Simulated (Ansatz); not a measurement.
# C2H6ClNSi: how energies converge with the basis set

The task here is to estimate one member of a computed series from the others.

Method: one geometry, several basis sets; program: Ansatz 0.2.0, Gaussian basis.

Plan: PBE0-D4/def2-SVP; ωB97M-V/def2-SVP; PBE0-D4/def2-QZVPP; ωB97M-V/def2-QZVPP; the functionals' def2-TZVPP values are taken from earlier runs.

## The geometry

All runs share one geometry, relaxed beforehand with PBE0-D4 in a triple-zeta def2 set.

SMILES `C/C(Cl)=N\[SiH3]`, 11 atoms, charge 0, spin multiplicity 1.

Atoms are counted from 1 here; the program's logs count them from 0.

Bond lengths: C1–C2 1.492 Å, C1–H6 1.090 Å, C1–H7 1.092 Å, C1–H8 1.092 Å, C2–Cl3 1.781 Å, C2–N4 1.237 Å, N4–Si5 1.726 Å, Si5–H9 1.482 Å, Si5–H10 1.493 Å, Si5–H11 1.482 Å. Angles: C2–C1–H6 110.6°, C2–C1–H7 109.7°, C2–C1–H8 109.7°, H6–C1–H7 109.8°, H6–C1–H8 109.8°, H7–C1–H8 107.2°, C1–C2–Cl3 110.7°, C1–C2–N4 130.8°, Cl3–C2–N4 118.6°, C2–N4–Si5 133.7°, N4–Si5–H9 107.3°, N4–Si5–H10 114.4°, N4–Si5–H11 107.3°, H9–Si5–H10 108.8°, H9–Si5–H11 110.1°, H10–Si5–H11 108.8°.

As a file:

```
C    -0.6818   -1.0659    0.9622
C     0.6167   -0.8450    0.2604
Cl    1.7481   -2.1784    0.5983
N     0.9902    0.0759   -0.4758
Si    0.2427    1.5212   -1.0520
H    -1.3721   -0.2476    0.7582
H    -1.1209   -2.0102    0.6344
H    -0.5107   -1.1463    2.0374
H     1.0826    2.6597   -0.6098
H    -1.1510    1.7320   -0.5604
H     0.2218    1.4478   -2.5324
```

The first run:

Input file in.yaml:

```yaml
crystal:
  periodic: [false, false, false]
  atoms:
    - {symbol: C, position_ang: [-0.681753, -1.065864, 0.962156]}
    - {symbol: C, position_ang: [0.616659, -0.845028, 0.260426]}
    - {symbol: Cl, position_ang: [1.748139, -2.178441, 0.598314]}
    - {symbol: N, position_ang: [0.990177, 0.075937, -0.475836]}
    - {symbol: Si, position_ang: [0.242668, 1.521223, -1.051971]}
    - {symbol: H, position_ang: [-1.372133, -0.247635, 0.758240]}
    - {symbol: H, position_ang: [-1.120944, -2.010177, 0.634448]}
    - {symbol: H, position_ang: [-0.510747, -1.146268, 2.037382]}
    - {symbol: H, position_ang: [1.082567, 2.659701, -0.609795]}
    - {symbol: H, position_ang: [-1.151031, 1.731967, -0.560409]}
    - {symbol: H, position_ang: [0.221798, 1.447785, -2.532353]}
basis:
  gaussian: {orbitals: def2-SVP}
hamiltonian: {xc: pbe0, dispersion: d4}
output: {orbitals: {seedname: orbitals}}
```

Steps of the session up to this table: PBE0-D4 in def2-SVP; ωB97M-V in def2-SVP; PBE0-D4 in def2-QZVPP; ωB97M-V in def2-QZVPP.

One table of the session follows, with a row left open; its other results are not shown here.

It belongs to the step «Functionals by basis». 

```
functional       basis  HOMO (eV)
   PBE0-D4    def2-SVP      -7.51
   PBE0-D4  def2-TZVPP      -7.62
   PBE0-D4  def2-QZVPP      -7.65
   ωB97M-V    def2-SVP          ?
   ωB97M-V  def2-TZVPP      -9.87
   ωB97M-V  def2-QZVPP      -9.90
```

Q: Estimate the row for ωB97M-V, def2-SVP from the others.

As computed: HOMO (eV): -9.72. In the column «HOMO (eV)» it lies between ωB97M-V, def2-TZVPP (-9.87) and PBE0-D4, def2-QZVPP (-7.65).
